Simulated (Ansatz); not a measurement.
# CuCO+ (singlet): wave-function methods side by side, def2-SVP

One table from this session's results is given with a row withheld; the runs are named, their logs left out.

The runs use Ansatz 0.2.0, Gaussian basis; def2-SVP, core rule «outside noble gas», up to 11 orbitals frozen.

Plan: UHF; CCSD(T) on RHF; CISD; CCSDT(Q) on RHF.

7 further runs of the same task are left out: 6 for a known fault of the program, 1 set aside as unsound or not needed.

### The system

The geometry is a PBE0/def2-TZVP stationary point (not a proven minimum) of the parent state, kept for this charge and spin.

3 atoms, charge 1, spin multiplicity 1.

Atoms are counted from 1 here; the program's logs count them from 0.

Bond lengths: Cu1–C2 2.196 Å, C2–O3 1.110 Å. Angles: Cu1–C2–O3 180.0°.

The first run:

Contents of in.yaml:

```yaml
crystal:
  periodic: [false, false, false]
  atoms:
    - {symbol: Cu, position_ang: [0.000000, 0.000000, 1.833900]}
    - {symbol: C, position_ang: [0.000000, 0.000000, -0.361900]}
    - {symbol: O, position_ang: [0.000000, 0.000000, -1.472000]}
basis:
  gaussian: {orbitals: def2-SVP}
total_charge: 1
magnetization: {spin_polarized: true, initial_magnetization: 0}
hamiltonian: {xc: hf}
output: {orbitals: {seedname: orbitals}}
```

Run with:

```sh
$ ansatz run in.yaml --threads 1 --pin off --events-out ev --progress --plain --max-ram 2816MiB --backend cpu
```

Among the steps run: UHF; CCSD(T) on RHF; CISD; CCSDT(Q) on RHF.

One of the session's tables, all rows but one given; the rest of the session is left out.

| method | from RCCSDT(Q) (kJ/mol) |
| --- | --- |
| RHF | +1485.3 |
| RMP2 | ? |
| CISD | +200.1 |
| RCCSD | +55.7 |
| RCCSD(T) | -2.2 |
| RCCSDT | -1.4 |
| RCCSDT(Q) | 0 |

Q: Estimate the row for RMP2 from the others.

**Answer.** from RCCSDT(Q) (kJ/mol): -18.9. In the column «from RCCSDT(Q) (kJ/mol)» it is the lowest.
